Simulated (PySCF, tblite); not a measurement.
# C8H11 radical: geometry, infrared bands and EPR parameters

Aim: predict the infrared bands and EPR parameters of C8H11 radical (`C#C[C@@H]1C[C@@H]1[CH]CC`).

The runs use tblite 0.8.0 and PySCF 2.14.0, with density-fitted response routines of our own; the level of theory stands in each step. All values are computed, except where a source is named. Atoms count from 0, in the outputs and in this text.

## Step 1: Starting geometry

19 atoms, charge 0, multiplicity 2; geometry from: force field or distance geometry start.

Bonds of the start (Å): C0–C1 1.21, C1–C2 1.48, C2–C3 1.51, C3–C4 1.51, C4–C5 1.52, C5–C6 1.51, C6–C7 1.50, C4–C2 1.50, C0–H8 1.07, C2–H9 1.11, C3–H10 1.10, C3–H11 1.12, C4–H12 1.13, C5–H13 1.11, C6–H14 1.13, C6–H15 1.11, C7–H16 1.12, C7–H17 1.14, C7–H18 1.11.

## Step 2: Optimising the geometry with GFN2-xTB

Job settings and geometry (Å):

```
{"job": {"kind": "relax", "xc": "GFN2-xTB", "basis": "xTB"}, "charge": 0, "multiplicity": 2}
C      2.214700     1.184700    -2.510100
C      2.151300     0.893300    -1.342300
C      2.110800     0.545900     0.094600
C      1.712800    -0.887600     0.357400
C      0.763900     0.239200     0.666800
C     -0.514600     0.369000    -0.139900
C     -1.615900    -0.033400     0.806200
C     -2.981500     0.031500     0.194900
H      2.264900     1.439800    -3.552800
H      2.901300     0.977700     0.739400
H      1.557300    -1.499600    -0.543700
H      2.250000    -1.334600     1.227600
H      0.610600     0.442600     1.763300
H     -0.487300    -0.375700    -0.961500
H     -1.589500     0.690400     1.669900
H     -1.380700    -1.026000     1.235100
H     -3.407900     1.032300     0.462800
H     -3.597600    -0.764000     0.726000
H     -2.972300    -0.128900    -0.901200
```

Launch:

```sh
$ OMP_NUM_THREADS=1 python probes_run.py task.json out
```

The driver reads the jobs from task.json and runs them one after another.

**Question.** This job is followed by: GFN2-xTB harmonic vibrations, gas phase; UKS B3LYP, pcH-1 on C H, non-relativistic, mean-field spin-orbit, GIAO. What will the session give for the following? strongest single infrared mode (GFN2-xTB); zero-point energy (GFN2-xTB); g(iso) (B3LYP); ⟨S²⟩; largest a(iso) (averaged by class); potential on the surface of density 0.002 e/bohr³, 1st and 99th percentile.

**Answer**, as computed:

| quantity | value |
| --- | --- |
| strongest single infrared mode (GFN2-xTB) | 3103 cm⁻¹, 70 km/mol |
| zero-point energy (GFN2-xTB) | 99.5 kcal/mol |
| g(iso) (B3LYP) | 2.00258 |
| ⟨S²⟩ | 0.755 (exact 0.75) |
| largest a(iso) (averaged by class) | 13C on C5, 88.5 MHz |
| potential on the surface of density 0.002 e/bohr³, 1st and 99th percentile | -0.95 V and 1.15 V |

**Reading.** Relaxing lowered the energy by 1.109 eV in 174 steps; the close pair that moved most is C4–C5, from 1.517 to 1.430 Å. No mode is imaginary among the 51: a minimum at this level. The strongest single mode, at 3103 cm⁻¹, moves mainly H10. GFN2-xTB is a fitted tight-binding method: band positions and strengths are rough. Its intensities can rank the bands wrongly. Most of the unpaired spin sits on C5 (0.96 e). The isotropic g lies 0.3 ppt above the free-electron value. These values are for one conformer; the search (at its own cheap level) found 1 more, at 0.38 kcal/mol, and measured spectra average over such forms.
